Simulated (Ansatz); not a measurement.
**CH3LiOSi (SMILES [Li][O][SiH]=C): functionals against CCSD(T) at one geometry**

The atoms stand at a structure displaced at random from a GFN2-xTB minimum. How far do the functionals agree with CCSD(T) there?

The runs use Ansatz 0.2.0, Gaussian basis; single points in def2-TZVPP.

Cores are frozen in the correlated methods. The outer core shell of Li, Na, Mg and K is correlated.

## Step 1: Where the work starts

SMILES `[Li][O][SiH]=C`, 7 atoms, charge 0, spin multiplicity 1.

Atoms are counted from 1 here; the program's logs count them from 0.

Bond lengths: Li1–O2 1.714 Å, O2–Si3 1.702 Å, Si3–C4 1.814 Å, Si3–H5 1.554 Å, C4–H6 1.105 Å, C4–H7 1.075 Å. Angles: Li1–O2–Si3 177.1°, O2–Si3–C4 125.5°, O2–Si3–H5 106.4°, C4–Si3–H5 128.1°, Si3–C4–H6 121.3°, Si3–C4–H7 125.2°, H6–C4–H7 113.2°.

Geometry (Å):

```mol
CH3LiOSi
  3D, bonds by distance, orders not assigned

  7  6  0  0  0  0  0  0  0  0999 V2000
   -0.1555   -3.0711    1.2817 Li  0  0
    0.2430   -1.5068    0.7048 O   0  0
    0.5536    0.0617    0.1215 Si  0  0
   -0.6729    1.1672   -0.6286 C   0  0
    2.0639    0.3325    0.3704 H   0  0
   -0.3846    2.1532   -1.0346 H   0  0
   -1.6988    0.9135   -0.8235 H   0  0
  1  2  8  0
  2  3  8  0
  3  4  8  0
  3  5  8  0
  4  6  8  0
  4  7  8  0
M  END
```

## Step 2: CCSD(T)/def2-TZVPP

run/in.yaml

```yaml
crystal:
  periodic: [false, false, false]
  atoms:
    - {symbol: Li, position_ang: [-0.155500, -3.071100, 1.281700]}
    - {symbol: O, position_ang: [0.243000, -1.506800, 0.704800]}
    - {symbol: Si, position_ang: [0.553600, 0.061700, 0.121500]}
    - {symbol: C, position_ang: [-0.672900, 1.167200, -0.628600]}
    - {symbol: H, position_ang: [2.063900, 0.332500, 0.370400]}
    - {symbol: H, position_ang: [-0.384600, 2.153200, -1.034600]}
    - {symbol: H, position_ang: [-1.698800, 0.913500, -0.823500]}
basis:
  gaussian: {orbitals: def2-TZVPP}
correlation: {method: ccsd_t}
output: {forces: true}
```

No record of the launch command was kept for these runs.

## Step 3: PBE0-D4/def2-TZVPP

run/in.yaml: that of step 2 with these lines changed.

```diff
@@ -12,3 +12,3 @@
   gaussian: {orbitals: def2-TZVPP}
-correlation: {method: ccsd_t}
-output: {forces: true}
+hamiltonian: {xc: pbe0, dispersion: d4}
+output: {forces: true, orbitals: {seedname: orbitals}}
```

## Step 4: wB97M-V/def2-TZVPP

run/in.yaml: that of step 3 with these lines changed.

```diff
@@ -12,3 +12,3 @@
   gaussian: {orbitals: def2-TZVPP}
-hamiltonian: {xc: pbe0, dispersion: d4}
-output: {forces: true, orbitals: {seedname: orbitals}}
+hamiltonian: {xc: {name: wB97M-V}}
+output: {forces: true}
```

## Step 5: r2SCAN-D4/def2-TZVPP

run/in.yaml: that of step 4 with these lines changed.

```diff
@@ -12,3 +12,3 @@
   gaussian: {orbitals: def2-TZVPP}
-hamiltonian: {xc: {name: wB97M-V}}
+hamiltonian: {xc: r2scan, dispersion: d4}
 output: {forces: true}
```

## Step 6: PBE-D4/def2-TZVPP

run/in.yaml: that of step 5 with these lines changed.

```diff
@@ -12,3 +12,3 @@
   gaussian: {orbitals: def2-TZVPP}
-hamiltonian: {xc: r2scan, dispersion: d4}
+hamiltonian: {xc: pbe, dispersion: d4}
 output: {forces: true}
```

## Step 7: wB97X-V/def2-TZVPP

run/in.yaml: that of step 6 with these lines changed.

```diff
@@ -12,3 +12,3 @@
   gaussian: {orbitals: def2-TZVPP}
-hamiltonian: {xc: pbe, dispersion: d4}
+hamiltonian: {xc: {name: wB97X-V}}
 output: {forces: true}
```

## Step 8: r2SCAN0-D4/def2-TZVPP

run/in.yaml: that of step 7 with these lines changed.

```diff
@@ -12,3 +12,3 @@
   gaussian: {orbitals: def2-TZVPP}
-hamiltonian: {xc: {name: wB97X-V}}
+hamiltonian: {xc: {name: r2SCAN0}, dispersion: d4}
 output: {forces: true}
```

(Steps that only read results are left out.)

Before running it: what results should come out? Wanted: energy less free atoms, CCSD(T)/def2-TZVPP; RMS force component; RMS force error; HOMO and LUMO, PBE0-D4; T1 diagnostic.

**Answer**, as computed:

| quantity | value |
| --- | --- |
| energy less free atoms, CCSD(T)/def2-TZVPP | -24.472 eV |
| RMS force component | 0.909 to 1.163 eV/Å over the methods |
| RMS force error | PBE0-D4 0.121, wB97M-V 0.165, r2SCAN-D4 0.081, PBE-D4 0.189, wB97X-V 0.182, r2SCAN0-D4 0.175 eV/Å |
| HOMO and LUMO, PBE0-D4 | -4.73 and -1.36 eV |
| T1 diagnostic | 0.017 |

**Reading.** Against CCSD(T) the functionals' energies less atoms differ by -1.163 to -0.112 eV, PBE-D4 by -1.163 eV. A larger basis would deepen the CCSD(T) value, while the functionals are nearly converged already, so the order here is not reliable. On forces the order runs from r2SCAN-D4 to PBE-D4. Frozen-core CCSD(T) forces in triple zeta carry basis errors of their own, and this is one geometry, so small gaps rank nothing. The restricted Hartree–Fock reference is unstable towards an unrestricted one at one or more of these structures.
